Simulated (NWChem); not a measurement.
# UPBE0/pcseg-0 run of BCl2O (SMILES [O]B(Cl)Cl)

What is the vertical ionisation energy of BCl2O at UPBE0/pcseg-0? 

Program for the calculation: NWChem 7.3.0.

**1. Starting point**

BCl2O has 4 atoms, charge 0, and is taken as a doublet. As SMILES, `[O]B(Cl)Cl`. Geometry: relaxed at PBE0-D4/def2-TZVP.

Bond lengths: O1–B2 1.328 Å, B2–Cl3 1.744 Å, B2–Cl4 1.744 Å. Angles: O1–B2–Cl3 117.7°, O1–B2–Cl4 117.7°, Cl3–B2–Cl4 124.6°.

**2. A single-point energy at UPBE0/pcseg-0**

bcl2o.nw reads:

```
start bcl2o
title "BCl2O"
memory 2200 mb

geometry units angstrom noautosym nocenter noautoz
  O        0.159300      -1.173100      -0.780100
  B        0.021500      -0.075700      -0.045700
  Cl      -1.514200       0.187800       0.737800
  Cl       1.388900       1.000900       0.067700
end

basis spherical bse
  * library pcseg-0
end

dft
  xc pbe0
  mult 2
  grid fine
  convergence energy 1e-08
  iterations 100
  mulliken
  print low
end

task dft
```

Command:

```
$ nwchem bcl2o.nw > bcl2o.out
```

The log of the run:

```text
[...]
 d= 0,ls=0.0,diis     1  -1018.6028843161 -1.19D+03  1.91D-02  1.82D-01     0.5
[...]
 d= 0,ls=0.0,diis    11  -1018.7367332019 -6.23D-09  8.26D-07  6.11D-10     3.9
[...]
         Total DFT energy =    -1018.736733201919
      One electron energy =    -1745.552599771232
           Coulomb energy =      623.767706721749
    Exchange-Corr. energy =      -68.566372929337
 Nuclear repulsion energy =      171.614532776901
[...]
      Total Density - Mulliken Population Analysis
     ---------------------------------------------
    Atom       Charge   Shell Charges
 -----------   ------   -------------------------------------------------------
    1 O    8     8.23   1.98  1.04  0.91  1.96  2.34
    2 B    5     4.46   1.98  0.75 -0.05  1.20  0.58
    3 Cl  17    17.15   2.00  2.00  1.13  0.85  5.88  1.99  3.30
    4 Cl  17    17.15   2.00  2.00  1.13  0.85  5.88  1.99  3.30
[...]
      <S2> =      0.7543 (Exact =     0.7500)
[...]
```

Wall time 4.5 s (1 thread of Intel Xeon Platinum 8488C (Sapphire Rapids), shared host); peak memory 0.11 GiB.

**3. The singlet cation**

bcl2o.nw reads:

```
start bcl2o
title "BCl2O"
memory 2200 mb
charge 1

geometry units angstroms noautosym nocenter noautoz
  O      0.159300    -1.173100    -0.780100
  B      0.021500    -0.075700    -0.045700
  Cl    -1.514200     0.187800     0.737800
  Cl     1.388900     1.000900     0.067700
end

basis spherical bse
  O library pcseg-0
  B library pcseg-0
  Cl library pcseg-0
end

dft
  xc pbe0
  mult 1
  grid fine
  convergence energy 1e-08
  maxiter 100
  mulliken
  noprint "final vectors analysis"
end

task dft energy
```

Command:

```
$ nwchem bcl2o.nw > bcl2o.out
```

The log of the run:

```text
[...]
          Wavefunction type:  closed shell.
          No. of atoms     :     4
          No. of electrons :    46
[...]
          Charge           :     1
          Spin multiplicity:     1
[...]
          AO basis - number of functions:    44
[...]
              XC Information
              --------------
                         PBE0 Method XC Functional
                     Hartree-Fock (Exact) Exchange  0.250
          PerdewBurkeErnzerhof Exchange Functional  0.750
            Perdew 1991 LDA Correlation Functional  1.000 local
           PerdewBurkeErnz. Correlation Functional  1.000 non-local
[...]
 d= 0,ls=0.0,diis     1  -1018.1215044140 -1.19D+03  4.85D-02  1.41D+00     0.3
[...]
 d= 0,ls=0.0,diis    12  -1018.2471430123 -8.80D-09  1.06D-06  6.41D-09     2.7
         Total DFT energy =    -1018.247143012278
      One electron energy =    -1732.015787929437
           Coulomb energy =      610.224234133342
    Exchange-Corr. energy =      -68.070121993084
 Nuclear repulsion energy =      171.614532776901
[...]
      Total Density - Mulliken Population Analysis
     ---------------------------------------------
    Atom       Charge   Shell Charges
 -----------   ------   -------------------------------------------------------
    1 O    8     8.05   1.99  1.08  0.89  1.90  2.20
    2 B    5     4.40   1.98  0.76 -0.08  1.21  0.52
    3 Cl  17    16.78   2.00  2.00  1.20  0.79  5.88  1.95  2.94
    4 Cl  17    16.78   2.00  2.00  1.20  0.79  5.88  1.95  2.94
[...]
```

Run time: 3.3 s. Hardware: 1 thread of Intel Xeon Platinum 8488C (Sapphire Rapids), shared host; peak memory 0.11 GiB.

**4. Results**

At UPBE0/pcseg-0:

| quantity | value |
| --- | --- |
| doublet BCl2O: total energy | -1018.73673 Eh |
| doublet BCl2O: ⟨S²⟩ | 0.754 |
| singlet cation: total energy | -1018.24714 Eh |
| vertical ionisation energy (to the singlet cation) | 13.322 eV |

What this shows: The vertical ionisation energy comes to 13.32 eV (1285 kJ/mol). Only the singlet of the ionised species was computed; a triplet could lie lower.
